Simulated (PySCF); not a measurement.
# CeF3(NH3): other functionals and bases at one geometry

Aim: see how levels, charges and forces of CeF3(NH3) depend on the level of theory. The species was built from a template and needn't be a known compound.

The runs use PySCF 2.14.0; several levels, as the steps say, no spin–orbit coupling.

1 further run of the same task is left out (for a known fault of the program).

### 1 The system as given

8 atoms, charge 0, spin multiplicity 1.

Bond lengths: Ce1–F2 2.135 Å, Ce1–F3 2.135 Å, Ce1–F4 2.135 Å, Ce1–N5 2.664 Å, N5–H6 1.022 Å, N5–H7 1.022 Å, N5–H8 1.022 Å. Angles: F2–Ce1–F3 119.6°, F2–Ce1–F4 119.6°, F2–Ce1–N5 93.8°, F3–Ce1–F4 119.6°, F3–Ce1–N5 93.8°, F4–Ce1–N5 93.8°, Ce1–N5–H6 112.4°, Ce1–N5–H7 112.4°, Ce1–N5–H8 112.4°, H6–N5–H7 106.4°, H6–N5–H8 106.4°, H7–N5–H8 106.4°.

Coordinates:

```tsv
atom	x (Å)	y (Å)	z (Å)
Ce1	0.1522	-0.1522	0.1522
F2	1.1037	1.5057	1.1037
F3	-1.5057	-1.1037	1.1037
F4	1.1037	-1.1037	-1.5057
N5	-1.3857	1.3857	-1.3857
H6	-1.9960	1.9960	-0.8392
H7	-0.8392	1.9960	-1.9960
H8	-1.9960	0.8392	-1.9960
```

Formal oxidation states: Ce +3. Each metal's 1 4f electrons lie in its core potential, so multiplicities, spins and levels count the valence alone. An earlier session relaxed this geometry at PBE0, Ce lcecp-1-SVP with ECP47, F def2-SVP, N def2-SVP, H def2-SVP (singlet, point group C3v).

At PBE0 on the finer grid: E = -387.977984 Eh, HOMO -9.06 eV, LUMO -0.82 eV, Mulliken charge on Ce1 +1.26 e, largest force component 0.013 eV/Å. 

Levels to run: BLYP; revPBE; PBE0, TZVP. Hardware: 2 threads of Intel Xeon Platinum 8259CL at 2.50GHz (Skylake/Cascade Lake), shared host.

### 2 BLYP

Input file run.py (the lines that set the calculation):

```python
mol = gto.M(atom='''
Ce     0.15223    -0.15223     0.15223
F      1.10365     1.50570     1.10365
F     -1.50570    -1.10365     1.10365
F      1.10365    -1.10365    -1.50570
N     -1.38569     1.38569    -1.38569
H     -1.99601     1.99601    -0.83923
H     -0.83923     1.99601    -1.99601
H     -1.99601     0.83923    -1.99601''',
    basis={'Ce': 'lcecp-1-SVP', 'F': 'def2-SVP', 'N': 'def2-SVP', 'H': 'def2-SVP'},
    ecp={'Ce': 'lcecp-1-SVP'},
    charge=0, spin=0)
mf = dft.RKS(mol, xc='BLYP')
mf.grids.atom_grid = (75, 302)  # f atoms: unpruned, at least (60, 302)
mf = mf.density_fit()  # fitting sets: Ce AutoAux, F def2-universal-JKFIT, N def2-universal-JKFIT, H def2-universal-JKFIT
mf.conv_tol = 1e-08; mf.max_cycle = 55
mf.kernel(dm0)  # dm0: the density of the relaxed state
```

The run is started by

```console
$ OMP_NUM_THREADS=2 python run.py
```

### 3 revPBE

Edit run.py (the lines that set the calculation) of step 2 so:

```diff
@@ -12,3 +12,3 @@
     charge=0, spin=0)
-mf = dft.RKS(mol, xc='BLYP')
+mf = dft.RKS(mol, xc='PBE_R,PBE')
 mf.grids.atom_grid = (75, 302)  # f atoms: unpruned, at least (60, 302)
```

### 4 PBE0, TZVP

Basis: Ce lcecp-1-TZVP with ECP47, F def2-TZVP, N def2-TZVP, H def2-TZVP. 

Edit run.py (the lines that set the calculation) of step 3 so:

```diff
@@ -9,6 +9,6 @@
 H     -1.99601     0.83923    -1.99601''',
-    basis={'Ce': 'lcecp-1-SVP', 'F': 'def2-SVP', 'N': 'def2-SVP', 'H': 'def2-SVP'},
-    ecp={'Ce': 'lcecp-1-SVP'},
+    basis={'Ce': 'lcecp-1-TZVP', 'F': 'def2-TZVP', 'N': 'def2-TZVP', 'H': 'def2-TZVP'},
+    ecp={'Ce': 'lcecp-1-TZVP'},
     charge=0, spin=0)
-mf = dft.RKS(mol, xc='PBE_R,PBE')
+mf = dft.RKS(mol, xc='PBE0')
 mf.grids.atom_grid = (75, 302)  # f atoms: unpruned, at least (60, 302)
@@ -16,2 +16,2 @@
 mf.conv_tol = 1e-08; mf.max_cycle = 55
-mf.kernel(dm0)  # dm0: the density of the relaxed state
+mf.kernel(dm0)  # dm0: free metal ions and neutral atoms
```

**Question.** What will these runs give? Wanted: for each run, HOMO; gap; charge on Ce1; dipole; largest force.

**Answer**, as computed:

| level | state | HOMO (eV) | gap (eV) | charge on Ce1 (e) | dipole (D) | largest force (eV/Å) | basis functions | time |
| --- | --- | --- | --- | --- | --- | --- | --- | --- |
| PBE0 (relaxed here) | singlet | -9.06 | 8.24 | 1.26 | 4.74 | 0.01 | 104 | 21 s |
| BLYP | singlet | -7.05 | 5.52 | 1.00 | 4.71 | 0.36 | 104 | 11 s |
| revPBE | singlet | -7.08 | 5.65 | 1.05 | 4.68 | 0.29 | 104 | 13 s |
| PBE0, TZVP | singlet | -9.27 | 8.31 | 1.66 | 4.64 | 0.23 | 189 | 26 s |

Times are on 2 threads of Intel Xeon Platinum 8259CL at 2.50GHz (Skylake/Cascade Lake), shared host; the first row also made further properties.

In one basis the HOMO–LUMO gap runs from 5.52 eV (BLYP) to 8.24 eV (PBE0). The largest leftover force, 0.36 eV/Å with BLYP, stands at a geometry relaxed at another level. The Mulliken charge on Ce spans +1.00 to +1.66 e over the levels. With 4f in the core, its levels are missing from HOMO and gap. Total energies of different levels can't be compared. Spin–orbit coupling is left out throughout.
